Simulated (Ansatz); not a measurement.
**MgB: relaxation of cell and atoms with PBEsol+D3(BJ)**

MgB:

```xyz
2
Lattice="2.8952 0.0000 0.0000 0.0000 2.8952 0.0000 0.0000 0.0000 2.8952" Properties=species:S:1:pos:R:3 pbc="T T T"
Mg    0.0000    0.0000    0.0000
B     1.4476    1.4476    1.4476
```

The cell was built by a generator and needn't be a form met in nature.

```yaml
Program: Ansatz 0.2.0
Task: relaxation of cell and atoms
Functional: PBEsol
Dispersion: D3(BJ)
Potentials_or_basis: Ansatz PAW
Cutoff: "420 eV (not typed: the program's choice for these potentials)"
k_mesh: 9 × 9 × 9
Occupations: fermi-dirac, width 0.05 eV
Spin: no spin polarisation
```

```yaml
Relaxed_volume: 11.40 Å³/atom
Relaxed_cell: a = 2.836 Å, b = 2.836 Å, c = 2.836 Å, α = 90.00°, β = 90.00°, γ = 90.00°
Space_group_after_relaxing_to_0.05_Å: Pm-3m (No. 221)
Energy_gained_by_relaxing: 12.6 meV/atom
Ionic_steps: 5
Pressure_after_relaxing: 0.0 GPa
Band_gap_on_the_k_mesh: none (metal or under the smearing width)
```

Step by step:
| step | energy change (eV) | largest force (eV/Å) | volume (Å³) |
| --- | --- | --- | --- |
| 1 | 0.0000 | 0.0000 | 24.27 |
| 2 | -0.0243 | 0.0000 | 23.13 |
| 3 | -0.0258 | 0.0000 | 22.77 |
| 4 | -0.0258 | 0.0000 | 22.81 |
| 5 | -0.0252 | 0.0000 | 22.81 |

Final structure:
```
CELL_PARAMETERS angstrom
2.83596 0.00000 0.00000
0.00000 2.83596 0.00000
0.00000 0.00000 2.83596
ATOMIC_POSITIONS crystal
Mg 0.00000 0.00000 0.00000
B 0.50000 0.50000 0.50000
```

Levels at points of the mesh, in eV from the Fermi level:
```tsv
k point	band 4	band 5	band 6	band 7	band 8	band 9
(0.00, 0.00, 0.00)	-41.78	-11.30	2.48	2.48	2.48	6.92
```

It took 3.3 s on 2 threads of Intel(R) Xeon(R) Processor @ 2.70GHz, with other jobs on the host, peak memory 0.31 GiB.

Caveat: the plane-wave basis is chosen anew once the cell has moved, so the energies of steps on either side of that aren't comparable; pairwise dispersion overbinds metals, which lowers pressure and volume; the PAW data sets come from PBE, with cores solved anew for the run's functional, which leaves a small shift of forces and pressure.
